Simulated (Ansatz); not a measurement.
# AlGa3P4: the band gap up the ladder of functionals

An exercise on one series of results from a longer session: the logs are not shown, and one member is left open.

The runs shown are made with Ansatz 0.2.0. PAW datasets, plane waves. Values at 0 K without nuclear motion; spin polarisation is off, and the phase may be a hypothetical one.

## Starting point

The cell was relaxed beforehand with r2SCAN.

Space group P-43m (No. 215), cubic; conventional cell a = 5.459 Å, 20.33 Å³ an atom. Around Al lie 4 P at 2.36 Å; around P lie 1 Al at 2.36 Å and 3 Ga at 2.36 Å; around Ga lie 4 P at 2.36 Å.

Coordinates:

```
Al P Ga
1.0
     5.45885    0.00000    0.00000
     0.00000    5.45885    0.00000
     0.00000    0.00000    5.45885
Al P Ga
1 4 3
Direct
  0.00000 0.00000 0.00000
  0.24999 0.24999 0.24999
  0.75001 0.75001 0.24999
  0.75001 0.24999 0.75001
  0.24999 0.75001 0.75001
  0.50000 0.50000 0.00000
  0.50000 0.00000 0.50000
  0.00000 0.50000 0.50000
```

Set-up of the first run:

Input file input.yaml:

```yaml
crystal:
  lattice:
    - [5.4588501736, 0.0, 0.0]
    - [0.0, 5.4588501736, 0.0]
    - [0.0, 0.0, 5.4588501736]
  atoms:
    - { symbol: Al, position: [0.0, 0.0, 0.0] }
    - { symbol: P, position: [0.2499940576, 0.2499940576, 0.2499940576] }
    - { symbol: Ga, position: [0.5, 0.5, 0.0] }
    - { symbol: P, position: [0.7500059424, 0.7500059424, 0.2499940576] }
    - { symbol: Ga, position: [0.5, 0.0, 0.5] }
    - { symbol: P, position: [0.7500059424, 0.2499940576, 0.7500059424] }
    - { symbol: Ga, position: [0.0, 0.5, 0.5] }
    - { symbol: P, position: [0.2499940576, 0.7500059424, 0.7500059424] }
kpoints:
  mp_grid: { grid: [6, 6, 6] }
  band_path:
    path:
      - [[0.0, 0.0, 0.0], [1.541561600256e-52, 0.5, -8.732015828845e-34], [0.5, 0.5, -5.556737345629e-34], [0.0, 0.0, 0.0], [0.5, 0.5, 0.5], [1.541561600256e-52, 0.5, -8.732015828845e-34]]
      - [[0.5, 0.5, 0.5], [0.5, 0.5, -5.556737345629e-34]]
    npoints: 10
hamiltonian:
  xc: pbe
scf:
  occupations: { method: fermi_dirac, width: 0.02 }
  n_extra_bands: 6
output:
  forces: true
  stress: true
  eigenvalues: true
```

Command:

```console
$ ansatz run input.yaml --threads 4 --pin off --max-ram 6451MiB --backend cpu --events-out ev --progress --plain --runs-dir out
```

Among the steps run: PBE bands along the symmetry lines; r2SCAN at the same geometry; HSE06 at the same geometry; PBE+SOC; PBE0.

One of the session's tables, all rows but one given; the rest of the session is left out.

| level | gap (eV) |
| --- | --- |
| PBE | ? |
| r2SCAN | 1.88 |
| HSE06 | 2.29 |
| PBE+SOC | 1.59 |
| PBE0 | 2.95 |

**Question.** Estimate the row for PBE.

As computed: gap (eV): 1.62. In the column «gap (eV)» it lies between PBE+SOC (1.59) and r2SCAN (1.88).

Meshes: PBE 6×6×6, r2SCAN 6×6×6, HSE06 4×4×4, PBE+SOC 6×6×6, PBE0 4×4×4

The gap runs from 1.59 eV (PBE+SOC) to 2.95 eV (PBE0). Against HSE06, PBE is short by 0.67 eV, at 71 % of it, and r2SCAN 82 %. PBE0 lies 0.66 eV above HSE06, which differs from it by screening the long-range exchange.

Caveats from the session: Warnings in the runs' records: stress scf threshold loose, stress exchange threshold loose.
